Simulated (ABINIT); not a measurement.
Write the native input for ABINIT 10.8.3 (patched build) that does the following.

```
Task                : single point
Functional          : PBEsol
Potentials or basis : JTH PAW PBE v2.0
Cutoff              : 517 eV
k mesh              : 11 × 11 × 11
Occupations         : fermi-dirac, width 0.05 eV
Spin                : no spin polarisation
Fine-grid cutoff    : 1034.03 eV
```

TaAs:

```xyz
4
Lattice="-1.7218 1.7218 5.8679 1.7218 -1.7218 5.8679 1.7218 1.7218 -5.8679" Properties=species:S:1:pos:R:3 pbc="T T T"
Ta    0.0000    0.0000    5.8676
Ta    1.7218    0.0000    2.9336
As    0.0000    0.0000    0.9698
As    0.0000    1.7218    3.9037
```

The cell is a database's computed one.

The input as run:

run.abi

```
# Pseudopotentials
pp_dirpath "./"
pseudos "Ta.GGA_PBE-JTH.xml, As.GGA_PBE-JTH.xml"

# Structure
acell 3*1.0 Angstrom
rprim
    -1.7218133622     1.7218133622     5.8679415361
     1.7218133622    -1.7218133622     5.8679415361
     1.7218133622     1.7218133622    -5.8679415361
ntypat 2
znucl 73 33
natom 4
typat 1 1 2 2
xred
     0.4999673000     0.4999673000     0.0000000000
     0.2499673000     0.7499673000     0.5000000000
     0.0826321200     0.0826321200     0.0000000000
     0.8326321200     0.3326321200     0.5000000000

# Plane-wave basis
ecut 19.0
pawecutdg 38.0
pawxcdev 0

# k points
kptopt 1
ngkpt 11 11 11
nshiftk 1
shiftk 0.0 0.0 0.0

# Exchange and correlation
ixc -116133

# Bands and occupations
nband 34
occopt 3
tsmear 0.00183747

# SCF cycle
nstep 100
tolvrs 1.0e-9

# Output
iomode 3
prtwf 0
prteig 0
prtebands 0
enunit 2
prtden 1
prtvha 1
prtvclmb 1
prtpot 1
```

Potentials or basis: JTH PAW PBE v2.0.

Command:

```sh
$ abinit run.abi > log 2>&1
```

It gave:

```yaml
Pressure: -3.7 GPa
Largest_force: 0.023 eV/Å
Band_gap_on_the_k_mesh: none (metal or under the smearing width)
Valence_electrons_inside_the_program's_atomic_spheres: Ta 10.56; As 12.82
```

Caveat: the PAW data sets were made with another functional, which shifts forces and pressure a little.

It took 14 min on 1 thread of Arm Neoverse V2, with other jobs on the host, peak memory 0.45 GiB.
